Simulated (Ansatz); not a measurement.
# H4SeSi: the cost of one run

The runs use Ansatz 0.2.0, Gaussian basis; PBE0-D4/def2-TZVP structures, single points in def2-TZVPP, no counterpoise correction.

Levels: SPW92, PBE-D4, BLYP-D4, r2SCAN-D4, B97M-V, PBE0-D4, B3LYP-D4, r2SCAN0-D4, BHLYP-D4, CAM-B3LYP-D4, wB97X-V, wB97M-V, B2PLYP, PBE-QIDH, RPA on PBE, Hartree-Fock, MP2, CCSD, CCSD(T).

Cores are frozen in the correlated methods. Filled d shells of the heavier atoms are correlated. B3LYP uses VWN-RPA correlation. B2PLYP carries no dispersion term here.

95 further runs of the same task are left out: 1 that didn't finish, 94 set aside as unsound or not needed.

## (1) Starting geometry

The complex: 9 atoms, charge 0, spin multiplicity 1.

Atoms are counted from 1 here; the program's logs count them from 0.

Bond lengths: Si1–H3 1.485 Å, Si1–H4 1.479 Å, Si1–H5 1.482 Å, Si1–Se7 2.293 Å, O2–H6 0.965 Å, O2–H8 0.960 Å, Se7–H9 1.469 Å. Angles: H3–Si1–H4 110.4°, H3–Si1–H5 109.2°, H3–Si1–Se7 109.8°, H4–Si1–H5 111.6°, H4–Si1–Se7 105.1°, H5–Si1–Se7 110.8°, H6–O2–H8 105.1°, Si1–Se7–H9 93.2°.

Coordinates:

```xyz
9
charge 0, multiplicity 1
Si   -0.5307   -0.8955   -0.7529
O     0.5074    0.5751    2.1669
H    -1.0693   -1.4679   -2.0125
H    -0.0735   -1.9745    0.1490
H    -1.5721   -0.0561   -0.1157
H     0.9130    0.8827    1.3469
Se    1.3476    0.3406   -1.2027
H    -0.1267    1.2556    2.4028
H     0.6043    1.3399   -1.9817
```

Its parts: SiH₄Se holds atoms 1, 3, 4, 5, 7, 9; H₂O holds atoms 2, 6, 8. Each part counts its atoms afresh in its own runs.

## (2) Relaxing SiH₄Se alone

relax-a/in.yaml

```yaml
crystal:
  periodic: [false, false, false]
  atoms:
    - {symbol: Si, position_ang: [-0.530697, -0.895458, -0.752944]}
    - {symbol: H, position_ang: [-1.069346, -1.467872, -2.012510]}
    - {symbol: H, position_ang: [-0.073470, -1.974450, 0.149003]}
    - {symbol: H, position_ang: [-1.572116, -0.056090, -0.115663]}
    - {symbol: Se, position_ang: [1.347622, 0.340612, -1.202724]}
    - {symbol: H, position_ang: [0.604263, 1.339881, -1.981707]}
basis:
  gaussian: {orbitals: def2-TZVP}
hamiltonian: {xc: pbe0, dispersion: d4}
relax: {f_tol: 0.005, max_steps: 200}
```

On the command line:

```console
$ ansatz run in.yaml --threads 4 --pin off --events-out ev --progress --plain --max-ram 9574MiB
```

**Question.** How long does this run take on 4 threads of Arm Neoverse V1, shared host?

About 8.5 s.
